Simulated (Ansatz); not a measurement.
# Be₂H₂ (singlet): from Hartree-Fock to the top rungs at distance Be1–H3 = 1.852 Å, cc-pVDZ

Aim: climb from Hartree-Fock through coupled cluster and multireference methods for Be₂H₂ (singlet) at one geometry and basis, and see what each rung misses.

Program: Ansatz 0.2.0, Gaussian basis. Level of theory: cc-pVDZ, core rule «outside noble gas», up to 2 orbitals frozen. These are calculated values, not measurements.

The runs, in order: UHF; CCSD(T) on RHF; BCCD(T) on RHF; CISD; CCSDT(Q) on RHF; CASSCF and MRCISD+Q, 2 electrons in 2 orbitals; CASSCF and NEVPT2, 2 electrons in 2 orbitals; Full CI.

45 further runs of the same task are left out: 25 for a known fault of the program, 13 that didn't finish, 7 set aside as unsound or not needed.

### Step 1. The system

The geometry derives from a PBE0/def2-TZVP stationary point (not a proven minimum). One bond is set to the value named and the two fragments are kept rigid.

4 atoms, charge 0, spin multiplicity 1.

Atoms are counted from 1 here; the program's logs count them from 0.

Bond lengths: Be2–H4 1.348 Å.

### Step 2. UHF

Input file in.yaml:

```yaml
crystal:
  periodic: [false, false, false]
  atoms:
    - {symbol: Be, position_ang: [0.000000, 0.000000, 0.926610]}
    - {symbol: Be, position_ang: [0.000000, 0.000000, -1.178850]}
    - {symbol: H, position_ang: [0.000000, 0.000000, 2.778610]}
    - {symbol: H, position_ang: [0.000000, 0.000000, -2.526369]}
basis:
  gaussian: {orbitals: cc-pVDZ}
magnetization: {spin_polarized: true, initial_magnetization: 0}
hamiltonian: {xc: hf}
output: {orbitals: {seedname: orbitals}}
```

Launch:

```
> ansatz run in.yaml --threads 1 --pin off --events-out ev --progress --plain --max-ram 2393MiB
```

After this run come: CCSD(T) on RHF; BCCD(T) on RHF; CISD; CCSDT(Q) on RHF; CASSCF and MRCISD+Q, 2 electrons in 2 orbitals; CASSCF and NEVPT2, 2 electrons in 2 orbitals; Full CI.

Q: Predict the results of all the runs planned. Wanted: FCI below the RHF energy; RMP2 from FCI; RCCSD from FCI; RCCSD(T) from FCI; RCCSDT(Q) from FCI; NEVPT2 pair from FCI; MRCISD+Q pair from FCI; T1 diagnostic; effectively unpaired electrons.

As calculated:

| quantity | value |
| --- | --- |
| FCI below the RHF energy | -3.0166 eV |
| RMP2 from FCI | +871.9 meV |
| RCCSD from FCI | +62.6 meV |
| RCCSD(T) from FCI | +18.2 meV |
| RCCSDT(Q) from FCI | +0.6 meV |
| NEVPT2 pair from FCI | +755.4 meV |
| MRCISD+Q pair from FCI | -31.5 meV |
| levels within 1 kcal/mol (43 meV) | RCCSD(T), BCCD(T), RCCSDT, RCCSDT(Q), MRCISD+Q pair |
| T1 diagnostic | 0.012 |
| effectively unpaired electrons | 0.08 |

What this shows: RCCSD(T) misses by +18.2 meV, 0.6 % of the correlation energy. MRCISD+Q pair falls below full CI: the +Q correction isn't variational, and the cores differ from full CI's. One determinant dominates. Of the multireference levels listed MRCISD+Q pair comes nearest in total energy (-31.5 meV), which doesn't show that its space is the better one. These misses are within one basis, not against nature.
